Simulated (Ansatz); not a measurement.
# C₂H₈NO₂Sc: a ladder of functionals and wavefunction methods

An exercise on one series of results from a longer session: the logs are not shown, and one member is left open.

The runs use Ansatz 0.2.0, Gaussian basis; functionals in def2-TZVPP, the program's frozen cores in correlated methods.

Levels to be run: LDA (SPW92), PBE-D4, revPBE-D4, BLYP-D4, r2SCAN-D4, B97M-V, PBE0-D4, B3LYP-D4, r2SCANh-D4, r2SCAN0-D4, HSE06-D4, BHLYP-D4, CAM-B3LYP-D4, LC-ωPBE, ωB97X-V, ωB97M-V, B2PLYP, PBE-QIDH; CCSD(T)/def2-SVP; MP2/def2-TZVPP; MP2/def2-QZVPP; RPA on PBE.

## The relaxed structure

An earlier PBE0-D4 in a triple-zeta def2 set relaxation fixed the geometry.

SMILES `C[O][Sc]([NH2])[O]C`, 14 atoms, charge 0, spin multiplicity 1.

Atoms are counted from 1 here; the program's logs count them from 0.

Bond lengths: C1–O2 1.384 Å, C1–H7 1.098 Å, C1–H8 1.098 Å, C1–H9 1.098 Å, O2–Sc3 1.873 Å, Sc3–N4 1.993 Å, Sc3–O5 1.873 Å, N4–H10 1.012 Å, N4–H11 1.012 Å, O5–C6 1.384 Å, C6–H12 1.097 Å, C6–H13 1.097 Å, C6–H14 1.098 Å. Angles: O2–C1–H7 111.1°, O2–C1–H8 111.1°, O2–C1–H9 111.5°, H7–C1–H8 107.6°, H7–C1–H9 107.6°, H8–C1–H9 107.8°, C1–O2–Sc3 173.5°, O2–Sc3–N4 117.1°, O2–Sc3–O5 125.8°, N4–Sc3–O5 117.1°, Sc3–N4–H10 126.4°, Sc3–N4–H11 126.4°, H10–N4–H11 107.3°, Sc3–O5–C6 173.0°, O5–C6–H12 111.1°, O5–C6–H13 111.1°, O5–C6–H14 111.6°, H12–C6–H13 107.5° and more.

As a file:

```xyz
14
charge 0, multiplicity 1
C    -2.5497    1.5282   -0.2724
O    -1.5805    0.5486   -0.1463
Sc   -0.1258   -0.6189    0.0200
N    -0.5285   -2.5699    0.0737
O     1.6741   -0.1152    0.1378
C     2.9491    0.4167    0.2154
H    -2.9918    1.7745    0.7015
H    -3.3628    1.1967   -0.9310
H    -2.1342    2.4534   -0.6927
H    -1.4455   -2.9948    0.0220
H     0.1460   -3.3196    0.1581
H     3.5795    0.0519   -0.6055
H     3.4374    0.1352    1.1571
H     2.9327    1.5131    0.1624
```

Set-up of the first run:

File in.yaml:

```yaml
crystal:
  periodic: [false, false, false]
  atoms:
    - {symbol: C, position_ang: [-2.549686, 1.528168, -0.272444]}
    - {symbol: O, position_ang: [-1.580479, 0.548570, -0.146318]}
    - {symbol: Sc, position_ang: [-0.125831, -0.618875, 0.020050]}
    - {symbol: N, position_ang: [-0.528521, -2.569857, 0.073674]}
    - {symbol: O, position_ang: [1.674073, -0.115180, 0.137768]}
    - {symbol: C, position_ang: [2.949142, 0.416716, 0.215429]}
    - {symbol: H, position_ang: [-2.991832, 1.774493, 0.701500]}
    - {symbol: H, position_ang: [-3.362778, 1.196670, -0.930971]}
    - {symbol: H, position_ang: [-2.134200, 2.453414, -0.692687]}
    - {symbol: H, position_ang: [-1.445537, -2.994754, 0.021987]}
    - {symbol: H, position_ang: [0.145962, -3.319579, 0.158064]}
    - {symbol: H, position_ang: [3.579527, 0.051917, -0.605540]}
    - {symbol: H, position_ang: [3.437445, 0.135180, 1.157114]}
    - {symbol: H, position_ang: [2.932715, 1.513126, 0.162374]}
basis:
  gaussian: {orbitals: def2-TZVPP}
hamiltonian: {xc: lda}
output: {orbitals: {seedname: orbitals}}
```

The run is started by

```
$ ansatz run in.yaml --threads 4 --pin off --events-out ev --progress --plain --max-ram 11315MiB
```

Steps of the session up to this table: LDA; PBE-D4 (GGA); revPBE-D4 (GGA); BLYP-D4 (GGA); r2SCAN-D4 (meta-GGA); B97M-V (meta-GGA); PBE0-D4 (hybrid); B3LYP-D4 (hybrid); r2SCANh-D4 (hybrid); r2SCAN0-D4 (hybrid); HSE06-D4 (hybrid); BHLYP-D4 (hybrid); CAM-B3LYP-D4 (range-separated); LC-ωPBE (range-separated); ωB97X-V (range-separated); ωB97M-V (range-separated); B2PLYP (double hybrid); PBE-QIDH (double hybrid).

One table of the session follows, with a row left open; its other results are not shown here.

It belongs to the step «Frontier levels by functional». 

```
  functional  HOMO (eV)  gap (eV)
 LDA (SPW92)      -5.56      3.27
      PBE-D4      -5.38      3.30
   revPBE-D4      -5.31      3.36
     BLYP-D4      -5.26      3.17
   r2SCAN-D4      -5.64      3.89
      B97M-V      -5.70      3.70
     PBE0-D4          ?         ?
    B3LYP-D4      -6.49      4.92
  r2SCANh-D4      -6.15      4.70
  r2SCAN0-D4      -6.92      5.90
    HSE06-D4      -6.31      4.72
    BHLYP-D4      -7.98      7.38
CAM-B3LYP-D4      -8.16      7.70
     LC-ωPBE      -9.56     10.32
     ωB97X-V      -9.19      9.75
     ωB97M-V      -9.11      9.26
```

Q: Estimate the row for PBE0-D4 from the others.

As computed: HOMO (eV): -6.72; gap (eV): 5.50. In the column «HOMO (eV)» it lies between r2SCAN0-D4 (-6.92) and B3LYP-D4 (-6.49).
